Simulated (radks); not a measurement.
# Dy³⁺ in [Kr] 4d10 4f9 5s1.75 5p6 6p0.25: an all-electron calculation

Wanted: eigenvalues, radial structure and energy terms of the dysprosium ion Dy3+.

The numbers are computed with radks (a radial shooting solver on a logarithmic mesh, Libxc functionals) version 1 (scalar-relativistic Kohn-Sham, Wu-Cohen GGA, spin-polarised, spherical densities, finite nucleus; open shells are filled with parallel spins first), except any that are marked as measured or tabulated.

## Step 1: What is computed

- element: dysprosium (Z = 66)
- charge: +3
- electrons: 63
- configuration: [Kr] 4d10 4f9 5s1.75 5p6 6p0.25
- nuclear rms radius: 5.2218 fm

## Step 2: The run

Settings of this run:

```text
Z 66
configuration [Kr] 4d10 4f9 5s1.75 5p6 6p0.25
relativity scalar-relativistic
functional wc,pbe
spin polarised
nucleus finite rms 5.2218 fm
c 137.035999084
```

Started as:

```bash
> python run_ks.py task.json out
```

The same process makes all the runs of this session.

**Question.** What will this run give?

**Answer**, as computed:

```
                        quantity                   value
                    total energy     -12153.2147 hartree
exchange-correlation share of it                  2.15 %
                            −T/E                  1.0787
          highest occupied level       6p up, -18.328 eV
    most extended occupied level  6p up, <r> = 3.60 bohr
 radius at density 0.001 e/bohr³               3.45 bohr
    maxima of the radial density                       4
```

**Reading.** 6 principal shells are occupied and 4 maxima appear in the radial density; where shells overlap, one shows as a shoulder or not at all. Relativity lifts −T/E to 1.079. This is not the tabulated ground configuration, so its levels and sizes aren't those of the ground state, and no measured value stands beside it.
